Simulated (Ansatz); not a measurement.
# C2H6OSe, SMILES C[Se]CO: harmonic frequencies at the relaxed geometry

Program: the Ansatz DFT code, driven from Python.

Script `freq_c2h6ose.py`:
```python
"""Vibrations of C2H6OSe."""

import logging
import sys

import ansatz
from ase import Atoms
from ase.thermochemistry import IdealGasThermo
import numpy as np

logging.basicConfig(stream=sys.stdout, format="%(levelname)s:%(name)s:%(message)s")
logger = logging.getLogger("calc")
logger.setLevel(logging.INFO)


def main() -> None:
    geometry_ang = [
        ("C", (-0.9796, 0.8962, 0.7877)),
        ("Se", (-1.0565, 0.0349, -0.9511)),
        ("C", (0.5009, -1.0191, -0.5412)),
        ("O", (1.7321, -0.1831, -0.429)),
        ("H", (-1.1109, 0.1887, 1.5758)),
        ("H", (-0.0851, 1.5301, 0.8884)),
        ("H", (-1.8598, 1.6434, 0.8364)),
        ("H", (0.7278, -1.767, -1.3275)),
        ("H", (0.3836, -1.5318, 0.4784)),
        ("H", (1.8305, 0.1565, -1.315)),
    ]
    mol = ansatz.Crystal.molecule()
    for symbol, xyz in geometry_ang:
        mol = mol.atom(symbol, xyz)

    base = (
        mol.calculation()
        .basis(gaussian="def2-SVP")
        .functional("pbe0", dispersion="d3bj")
    )
    symbols = [site.symbol for site in mol.cartesian_sites]
    start = np.array([site.position_ang for site in mol.cartesian_sites], dtype=float)
    rep = base.relax(force_tolerance=0.003, max_steps=100).run(threads=1, backend="cpu").report
    end = np.array(rep["positions_ang"])

    logger.info("final positions (A) and the move of each atom")
    for symbol, xyz, old in zip(symbols, end, start):
        logger.info(f"{symbol:2s} {xyz[0]:10.5f} {xyz[1]:10.5f} {xyz[2]:10.5f}   {np.linalg.norm(xyz - old):7.4f}")

    # frequencies need a stationary point, so they are taken at the relaxed geometry
    minimum = ansatz.Crystal.molecule()
    for symbol, xyz in zip(symbols, end):
        minimum = minimum.atom(symbol, xyz.tolist())
    vibrating = minimum.calculation()
    vibrating = vibrating.basis(gaussian="def2-SVP").functional("pbe0", dispersion="d3bj")
    vibrating = vibrating.phonons(temperatures=(298.15, 498.15, 100))
    vib = vibrating.run(threads=1, backend="cpu").report["vibrations"]
    sums = vib["harmonic_sums"]
    modes = [m["omega_inv_cm"] for m in sums["modes_at_gamma"] if m["rigid_motion"] == "no"]
    for number, w in enumerate(modes, start=1):
        logger.info(f"mode {number:2d} {w:9.1f} 1/cm {w / 8065.544 * 1000:8.2f} meV")
    print("imaginary modes:", sum(w < 0 for w in modes), " zero-point energy:", round(sums["zero_point_energy_ev"], 4), "eV")
    # rigid rotor and ideal gas, symmetry number taken as one
    gas = IdealGasThermo(vib_energies=[w / 8065.544 for w in modes if w > 0], geometry="linear" if len(modes) == 3 * len(symbols) - 5 else "nonlinear",
                         atoms=Atoms(symbols, positions=end), symmetrynumber=1, spin=0.0)
    logger.info(f"H(298 K) - E = {gas.get_enthalpy(298.15, verbose=False):.4f} eV")
    logger.info(f"S(298 K, 1 bar) = {96485.33 * gas.get_entropy(298.15, 1e5, verbose=False):.1f} J/(mol K) with symmetry number 1")


if __name__ == "__main__":
    main()
```

```console
$ python freq_c2h6ose.py
INFO:calc:final positions (A) and the move of each atom
INFO:calc:C    -1.02234    0.93027    0.79132    0.0548
INFO:calc:Se   -1.10207   -0.12537   -0.83803    0.2014
INFO:calc:C     0.60525   -1.04754   -0.54369    0.1082
INFO:calc:O     1.68956   -0.19181   -0.43919    0.0446
INFO:calc:H    -1.31693    0.33247    1.66444    0.2664
INFO:calc:H     0.00580    1.29734    0.90862    0.2507
INFO:calc:H    -1.70672    1.78119    0.67959    0.2589
INFO:calc:H     0.68011   -1.76672   -1.38067    0.0714
INFO:calc:H     0.54002   -1.61528    0.39542    0.1958
INFO:calc:H     1.71032    0.35425   -1.23492    0.2449
INFO:calc:mode  1     124.4 1/cm    15.43 meV
INFO:calc:mode  2     147.6 1/cm    18.30 meV
INFO:calc:mode  3     211.9 1/cm    26.27 meV
INFO:calc:mode  4     306.0 1/cm    37.94 meV
INFO:calc:mode  5     442.3 1/cm    54.84 meV
INFO:calc:mode  6     609.6 1/cm    75.58 meV
INFO:calc:mode  7     624.4 1/cm    77.42 meV
INFO:calc:mode  8     851.0 1/cm   105.51 meV
INFO:calc:mode  9     915.5 1/cm   113.51 meV
INFO:calc:mode 10     946.1 1/cm   117.30 meV
INFO:calc:mode 11    1136.1 1/cm   140.86 meV
INFO:calc:mode 12    1174.5 1/cm   145.62 meV
INFO:calc:mode 13    1279.7 1/cm   158.66 meV
INFO:calc:mode 14    1305.8 1/cm   161.90 meV
INFO:calc:mode 15    1380.0 1/cm   171.10 meV
INFO:calc:mode 16    1437.0 1/cm   178.17 meV
INFO:calc:mode 17    1455.2 1/cm   180.42 meV
INFO:calc:mode 18    1472.1 1/cm   182.51 meV
INFO:calc:mode 19    3040.9 1/cm   377.02 meV
INFO:calc:mode 20    3073.3 1/cm   381.03 meV
INFO:calc:mode 21    3149.8 1/cm   390.52 meV
INFO:calc:mode 22    3193.5 1/cm   395.94 meV
INFO:calc:mode 23    3203.2 1/cm   397.15 meV
INFO:calc:mode 24    3848.3 1/cm   477.13 meV
imaginary modes: 0  zero-point energy: 2.1901 eV
INFO:calc:H(298 K) - E = 2.3776 eV
INFO:calc:S(298 K, 1 bar) = 325.8 J/(mol K) with symmetry number 1
```

What to keep in mind:
- The frequencies are harmonic and unscaled, in a modest basis. The result belongs to the one conformer reached from this start, and soft torsions count as harmonic oscillators.
- The entropy takes a symmetry number of 1; a symmetric molecule's is lower by R ln(sigma).
- Timing: 4.4 min on 1 thread of Arm Neoverse V2, on a shared host, peak memory 0.36 GiB.

(A comment or docstring line of the script was reworded after the run, the code is as it ran; lines on the test bed's own set-up are left out of the output.)
